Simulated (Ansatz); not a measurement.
## FGeH, SMILES [F][GeH]: vertical and adiabatic energies of changing the electron count, step by step

Program: the Ansatz DFT code, driven from Python.

Input file `fgeh.xyz`:
```text
3

F     0.67000    1.14070    0.48200
Ge   -0.56440    0.13080   -0.29180
H    -0.11660   -1.33630   -0.20350
```

Run as a notebook:

In [1]:
```python
import ansatz
import numpy as np
```

In [2]:
```python
BASIS = "def2-SVP"
XC = "pbe0"
CHARGE = 1
```

In [3]:
```python
geometry = ansatz.Crystal.molecule_from_extxyz("fgeh.xyz")
```

In [4]:
```python
model = geometry.calculation().basis(gaussian=BASIS).functional(XC)
symbols = [site.symbol for site in geometry.cartesian_sites]
start = np.array([site.position_ang for site in geometry.cartesian_sites], dtype=float)
r = model.relax(force_tolerance=0.01).run(threads=1, backend="cpu").report
end = np.array(r["positions_ang"])
```

In [5]:
```python
minimum = ansatz.Crystal.molecule()
for symbol, place in zip(symbols, end):
    minimum = minimum.atom(symbol, place.tolist())
ion = (
    minimum.calculation()
    .basis(gaussian=BASIS)
    .functional(XC)
    .charge(CHARGE)
    .spin("collinear", total=1)
)
vertical = ion.run(threads=1, backend="cpu").report
settled = ion.relax(force_tolerance=0.01, max_steps=80).run(threads=1, backend="cpu").report
print(f"vertical ionisation energy   {vertical['free_energy_ev'] - r['free_energy_ev']:.3f} eV")
print(f"adiabatic, no zero point     {settled['free_energy_ev'] - r['free_energy_ev']:.3f} eV")
print(f"relaxation energy of the ion {vertical['free_energy_ev'] - settled['free_energy_ev']:.3f} eV")
ionised = np.array(settled["positions_ang"])
print("final positions (A) and the move of each atom")
for symbol, xyz, old in zip(symbols, ionised, end):
    print(f"{symbol:2s} {xyz[0]:10.5f} {xyz[1]:10.5f} {xyz[2]:10.5f}   {np.linalg.norm(xyz - old):7.4f}")
```
```text
vertical ionisation energy   9.750 eV
adiabatic, no zero point     9.586 eV
relaxation energy of the ion 0.164 eV
final positions (A) and the move of each atom
F     0.63754    1.14496    0.46489    0.1299
Ge   -0.53206    0.17221   -0.26996    0.1386
H    -0.11649   -1.38197   -0.20823    0.1453
```

Caveats:
- The settings weren't tested for convergence.
- The energies are electronic: no zero-point or thermal terms, and the basis set is short of its limit. The product may relax into another structure. The relaxation finds the nearest minimum, so the adiabatic value is an upper bound.
- Run time: 28 s on 1 thread of Intel(R) Xeon(R) Platinum 8259CL CPU @ 2.50GHz (Skylake/Cascade Lake), on a shared host, peak memory 0.2 GiB.

(Lines on the test bed's own set-up are left out of the output.)
